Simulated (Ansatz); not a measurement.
**C2H5O (ethoxy radical) at UHF/aug-cc-pVDZ**

What is the electronic atomisation energy of C2H5O (ethoxy radical) at UHF/aug-cc-pVDZ? 

The results are computed with Ansatz 0.2.0.

33 further runs of the same task are left out: 33 set aside as unsound or not needed.

### Step 1. The molecule

C2H5O has 8 atoms, charge 0, and is taken as a doublet. SMILES: `CC[O]`. The coordinates come from a PBE0-D4/def2-TZVP relaxation.

Bond lengths: C1–C2 1.515 Å, C2–O3 1.356 Å, C1–H4 1.093 Å, C1–H5 1.092 Å, C1–H6 1.092 Å, C2–H7 1.108 Å, C2–H8 1.108 Å. Some angles: C1–C2–O3 115.9°, C1–C2–H7 111.7°, C1–C2–H8 111.7°, O3–C2–H7 107.2°, O3–C2–H8 107.0°, C2–C1–H4 110.8°, C2–C1–H5 110.5°, C2–C1–H6 110.5°, H7–C2–H8 102.4°, H4–C1–H5 108.4°.

### Step 2. A single-point energy at UHF/aug-cc-pVDZ

in.yaml reads:

```yaml
crystal:
  periodic: [false, false, false]
  atoms:
    - {symbol: C, position_ang: [-0.448800, 0.594100, -0.264500]}
    - {symbol: C, position_ang: [0.392800, -0.560600, 0.239800]}
    - {symbol: O, position_ang: [1.676500, -0.263400, 0.560000]}
    - {symbol: H, position_ang: [-1.464700, 0.263300, -0.495200]}
    - {symbol: H, position_ang: [-0.010900, 1.018500, -1.170000]}
    - {symbol: H, position_ang: [-0.505800, 1.382200, 0.488700]}
    - {symbol: H, position_ang: [0.422200, -1.394700, -0.489000]}
    - {symbol: H, position_ang: [-0.061300, -1.039300, 1.130100]}
basis:
  gaussian: {orbitals: aug-cc-pVDZ}
output: {orbitals: {seedname: orbitals}}
accuracy: high
magnetization: {spin_polarized: true, initial_magnetization: 1}
hamiltonian: {xc: hf}
```

On the command line:

```bash
ansatz run in.yaml --threads 1 --pin off --max-ram 3480MiB --events-out events.jsonl --progress --plain --runs-dir runs
```

The program printed:

```text
Warning: RAYON_NUM_THREADS=1 ignored (pool sized by the plan → 1); use --threads N
Functional definition: HF
  name "HF"
  exchange = exact_x
  correlation = 0
2272 factors; integrals over basis functions are off by at most 3.0e-9 eV
mean field evaluation 1: about -4171.7238 eV, gradient 2.4e1 eV
mean field evaluation 2: about -4171.7244 eV, gradient 2.4e1 eV
mean field evaluation 4: about -4176.0058 eV, gradient 4.4e0 eV
mean field evaluation 8: about -4176.4621 eV, gradient 8.3e-2 eV
mean field evaluation 16: about -4176.2752 eV, gradient 5.3e0 eV
mean field evaluation 32: about -4176.3277 eV, gradient 1.3e-1 eV
mean field evaluation 64: about -4176.3380 eV, gradient 2.2e0 eV
mean field -4176.46210805 eV, -153.4821515631 hartree, gradient 3.1e-8 eV, S^2 0.760361; 2 other end points of the search recorded, 0 dependent functions left out
reference -4176.46210805 eV, -153.4821515631 hartree; 13, 12 occupied and 101, 102 virtual orbitals, 2272 factors
Total energy: -4176.46210805 eV, -153.4821515631 hartree
```

Run time: 8.1 s. Hardware: 1 thread of Intel Xeon 6975P-C (Granite Rapids), shared host; peak memory 0.37 GiB.

### Step 3. The C atom, same level

job.yaml reads:

```yaml
crystal:
  periodic: [false, false, false]
  atoms:
    - {symbol: C, position_ang: [0.000000, 0.000000, 0.000000]}
basis:
  gaussian: {orbitals: aug-cc-pVDZ}
magnetization: {spin_polarized: true, initial_magnetization: 2}
hamiltonian: {xc: hf}
accuracy: high
```

Run the same way, it converges to -37.68776 Eh (log not shown).

### Step 4. The H atom

in.yaml reads:

```yaml
basis:
  gaussian:
    orbitals: aug-cc-pVDZ
crystal:
  periodic: [false, false, false]
  atoms:
    - {symbol: H, position_ang: [0.000000, 0.000000, 0.000000]}
magnetization:
  spin_polarized: true
  initial_magnetization: 1
hamiltonian:
  xc: hf
accuracy: high
```

On the command line:

```bash
ansatz run in.yaml --threads 1 --pin off --max-ram 3480MiB --events-out events.jsonl --progress --plain --runs-dir runs
```

The program printed:

```text
Warning: RAYON_NUM_THREADS=1 ignored (pool sized by the plan → 1); use --threads N
Functional definition: HF
  name "HF"
  exchange = exact_x
  correlation = 0
42 factors; integrals over basis functions are off by at most 4.4e-8 eV
mean field evaluation 1: about -13.5311 eV, gradient 1.8e0 eV
mean field evaluation 2: about -13.5311 eV, gradient 1.8e0 eV
mean field evaluation 4: about -13.5876 eV, gradient 9.7e-3 eV
mean field evaluation 8: about -13.5876 eV, gradient 2.1e-12 eV
mean field -13.58757892 eV, -0.4993343154 hartree, gradient 5.4e-8 eV, S^2 0.750000; 0 other end points of the search recorded, 0 dependent functions left out
reference -13.58757892 eV, -0.4993343154 hartree; 1, 0 occupied and 8, 9 virtual orbitals, 42 factors
Total energy: -13.58757892 eV, -0.4993343154 hartree
```

Wall time 0.04 s (1 thread of Intel Xeon 6975P-C (Granite Rapids), shared host).

### Step 5. The O atom

job.yaml reads:

```yaml
crystal:
  periodic: [false, false, false]
  atoms:
    - {symbol: O, position_ang: [0.000000, 0.000000, 0.000000]}
basis:
  gaussian:
    orbitals: aug-cc-pVDZ
magnetization:
  spin_polarized: true
  initial_magnetization: 2
hamiltonian:
  xc: hf
accuracy: high
```

Run the same way, it converges to -74.79660 Eh (log not shown).

### Step 6. Results

At UHF/aug-cc-pVDZ:

| quantity | value |
| --- | --- |
| molecule: total energy | -153.48215 Eh |
| molecule: HOMO energy (highest over α and β) | -11.86 eV |
| molecule: LUMO energy (lowest over α and β) | 0.97 eV |
| molecule: ⟨S²⟩ | 0.760 |
| C atom: total energy | -37.68776 Eh |
| C atom: ⟨S²⟩ | 2.010 |
| H atom: total energy | -0.49933 Eh |
| H atom: ⟨S²⟩ | 0.750 |
| O atom: total energy | -74.79660 Eh |
| O atom: ⟨S²⟩ | 2.008 |
| electronic atomisation energy | 22.132 eV |

What this shows: Taking the molecule apart into free atoms costs 22.13 eV (510 kcal/mol), before zero-point energy and without spin-orbit coupling. Hartree–Fock lacks the correlation of the bonding pairs, which as a rule makes this value much too low; in minimal bases other errors can mask that.
